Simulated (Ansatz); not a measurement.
# ZnGe2N2: a trial structure relaxed

Where does this trial cell of ZnGe2N2 go when cell and atoms are let free?

Method: DFT PBE, scalar-relativistic, plane waves, PAW, in Ansatz 0.2.0.

## Step 1: The system as given

The structure is hexagonal, space group P-6m2 (No. 187). The conventional cell has a = 4.938 Å, b = 4.938 Å, c = 4.272 Å, α = 90.00°, β = 90.00°, γ = 120.00°. Zn (site symmetry -6m2) is surrounded by 5 N at 2.14 to 2.85 Å and 3 Ge at 2.85 Å. Ge (site symmetry -6m2) is surrounded by 2 Ge at 2.14 Å. Around Ge (site symmetry -6m2) lie 2 Ge at 2.14 Å and 3 N at 2.85 Å and 3 Zn at 2.85 Å. Around N (site symmetry -6m2) lie 3 Ge at 2.85 Å and 3 Zn at 2.85 Å. Around N (site symmetry -6m2) lie 2 Zn at 2.14 Å.

As a file:

```cif
data_structure
_symmetry_space_group_name_H-M 'P 1'
_symmetry_Int_Tables_number 1
_cell_length_a 4.9384
_cell_length_b 4.9384
_cell_length_c 4.2724
_cell_angle_alpha 90.000
_cell_angle_beta 90.000
_cell_angle_gamma 120.000
_cell_volume 90.24
loop_
_atom_site_label
_atom_site_type_symbol
_atom_site_fract_x
_atom_site_fract_y
_atom_site_fract_z
_atom_site_occupancy
Zn1 Zn 0.33333 0.66667 0.50000 1
Ge1 Ge 0.00000 0.00000 0.00000 1
Ge2 Ge 0.00000 0.00000 0.50000 1
N1 N 0.66667 0.33333 0.50000 1
N2 N 0.33333 0.66667 0.00000 1
```

Recipe of the guess: random cell by space group and Wyckoff sites (P-6m2, No. 187). The dimensions are guesses.

## Step 2: The guess as it stands, on a coarse mesh

Contents of input.yaml:

```yaml
crystal:
  lattice:
    - [4.93838038, 0.0, 0.0]
    - [-2.46919019, 4.27676287, 0.0]
    - [0.0, 0.0, 4.27243891]
  atoms:
    - { symbol: Zn, position: [0.33333333, 0.66666667, 0.5] }
    - { symbol: Ge, position: [0.0, 0.0, 0.0] }
    - { symbol: Ge, position: [0.0, 0.0, 0.5] }
    - { symbol: "N", position: [0.66666667, 0.33333333, 0.5] }
    - { symbol: "N", position: [0.33333333, 0.66666667, 0.0] }
basis:
  ecutwfc: 420
kpoints:
  mp_grid: { grid: [6, 6, 4] }
hamiltonian:
  xc: pbe
scf:
  occupations: { method: gaussian, width: 0.1 }
  lower_state_search: "off"
output:
  forces: true
  stress: true
  eigenvalues: true
```

On the command line:

```bash
> ansatz run input.yaml --threads 1 --pin off --max-ram 2560MiB --backend cpu --events-out ev --progress --plain --runs-dir out
```

The session goes on with these runs: coarse relaxation; full relaxation.

**Question.** What will these runs give? Wanted: conventional cell; volume; energy over the elements; gap on the mesh.

**Answer**, as computed:

| quantity | value |
| --- | --- |
| symmetry at the end (tolerance 0.05 Å) | space group P-6m2 (No. 187) |
| conventional cell | a = 3.986 Å, b = 3.986 Å, c = 5.088 Å, α = 90.00°, β = 90.00°, γ = 120.00° |
| volume | 14.00 Å³/atom |
| energy over the elements (uncorrected; H, N, O, F and Cl as molecules) | +1.20 eV/atom |
| gap on the mesh | none (metal) |

In words: The space group P-6m2 (No. 187) is kept, and the volume per atom shrinks by 22.4 % from the first guess. With a positive formation energy it can't be a ground state. No finished test with a distortion of lower symmetry is shown, so the end may be a saddle point.
